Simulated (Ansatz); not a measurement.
# SnCl2 (SMILES [Cl][Sn][Cl]): r2SCAN0/def2-SVP (core potential)

Aim: the vertical singlet–triplet gap of SnCl2 at r2SCAN0/def2-SVP (core potential), from 2 runs. 

The calculation is run with Ansatz 0.2.0.

32 further runs of the same task are left out: 32 set aside as unsound or not needed.

## Step 1: The system as given

SnCl2: 3 atoms, total charge 0, spin state singlet. SMILES: `[Cl][Sn][Cl]`. The coordinates come from a PBE0-D4/def2-TZVP relaxation.

Bond lengths: Cl1–Sn2 2.363 Å, Sn2–Cl3 2.363 Å. Angles: Cl1–Sn2–Cl3 98.4°.

## Step 2: The energy at r2SCAN0/def2-SVP (core potential)

Contents of molecule.yaml:

```yaml
crystal:
  periodic: [false, false, false]
  atoms:
    - symbol: Cl
      position_ang: [1.154200, 1.220700, 0.756000]
    - symbol: Sn
      position_ang: [-0.796900, 0.518900, -0.376600]
    - symbol: Cl
      position_ang: [-0.368200, -1.804500, -0.392600]
basis:
  gaussian:
    orbitals: def2-SVP
hamiltonian:
  xc: {name: r2SCAN0}
accuracy: high
output:
  orbitals: {seedname: orbitals}
```

Run with:

```console
$ ansatz run molecule.yaml --threads 1 --pin off --max-ram 3480MiB --events-out events.jsonl --progress --plain --runs-dir runs
```

Log:

```text
Warning: RAYON_NUM_THREADS=1 ignored (pool sized by the plan → 1); use --threads N
Functional definition: r2SCAN0
  name "r2SCAN0"
  parameter a = 0.25
  parameter k0 = 0.174
  parameter k1 = 0.065
  parameter a1 = 4.9479
  exchange = (1 - a)*r2scan_x(k0 = k0, k1 = k1, a1 = a1) + a*exact_x
  correlation = r2scan_c
1269 factors; integrals over basis functions are off by at most 6.3e-9 eV
mean field evaluation 1: about -30870.3023 eV, gradient 1.8e1 eV
mean field evaluation 2: about -30869.2662 eV, gradient 2.7e1 eV
mean field evaluation 4: about -30871.4158 eV, gradient 4.0e-1 eV
mean field evaluation 8: about -30871.4631 eV, gradient 2.2e-3 eV
mean field evaluation 16: about -30871.4631 eV, gradient 5.6e-7 eV
mean field -30871.46311136 eV, -1134.5053439132 hartree, gradient 2.5e-8 eV, S^2 0.000000; 0 other end points of the search recorded, 0 dependent functions left out
reference -30871.46311181 eV, -1134.5053439297 hartree; 28, 28 occupied and 34, 34 virtual orbitals, 1269 factors
Total energy: -30871.46311181 eV, -1134.5053439297 hartree
```

It took 10 s on 1 thread of Arm Neoverse V1, shared host; peak memory 0.23 GiB.

## Step 3: The triplet, same level

molecule.yaml, as its differences from that of step 2:

```diff
@@ -10,8 +10,6 @@
 basis:
-  gaussian:
-    orbitals: def2-SVP
-hamiltonian:
-  xc: {name: r2SCAN0}
+  gaussian: {orbitals: def2-SVP}
+magnetization: {spin_polarized: true, initial_magnetization: 2}
+hamiltonian: {xc: {name: r2SCAN0}}
 accuracy: high
-output:
-  orbitals: {seedname: orbitals}
+output: {orbitals: {seedname: orbitals}}
```

Run with:

```console
$ ansatz run molecule.yaml --threads 1 --pin off --max-ram 3480MiB --events-out events.jsonl --progress --plain --runs-dir runs
```

Log, cut to the lines that bear on the results:

```text
Warning: RAYON_NUM_THREADS=1 ignored (pool sized by the plan → 1); use --threads N
[... 8 set-up lines as earlier in the session ...]
1269 factors; integrals over basis functions are off by at most 6.3e-9 eV
mean field evaluation 1: about -30867.9784 eV, gradient 9.5e0 eV
mean field evaluation 2: about -30867.7151 eV, gradient 1.2e1 eV
mean field evaluation 4: about -30868.6482 eV, gradient 4.5e-1 eV
mean field evaluation 8: about -30868.7038 eV, gradient 4.7e-2 eV
mean field evaluation 16: about -30868.7039 eV, gradient 5.1e-5 eV
mean field -30868.70390835 eV, -1134.4039450730 hartree, gradient 6.1e-8 eV, S^2 2.007221; 0 other end points of the search recorded, 0 dependent functions left out
reference -30868.70391047 eV, -1134.4039451507 hartree; 29, 27 occupied and 33, 35 virtual orbitals, 1269 factors
Total energy: -30868.70391047 eV, -1134.4039451507 hartree
```

Run time: 22 s. Hardware: 1 thread of Arm Neoverse V1, shared host; peak memory 0.4 GiB.

## Step 4: Outcome

Level: r2SCAN0/def2-SVP (core potential).

| quantity | value |
| --- | --- |
| singlet: total energy | -1134.50534 Eh |
| singlet: HOMO energy | -8.08 eV |
| singlet: LUMO energy | -2.99 eV |
| singlet: HOMO–LUMO gap | 5.09 eV |
| triplet: total energy | -1134.40395 Eh |
| triplet: HOMO energy (highest over α and β) | -5.42 eV |
| triplet: ⟨S²⟩ | 2.007 |
| vertical energy of the triplet above the singlet | 2.759 eV |

What this shows: At this shape the triplet lies 2.76 eV (64 kcal/mol) above the singlet.
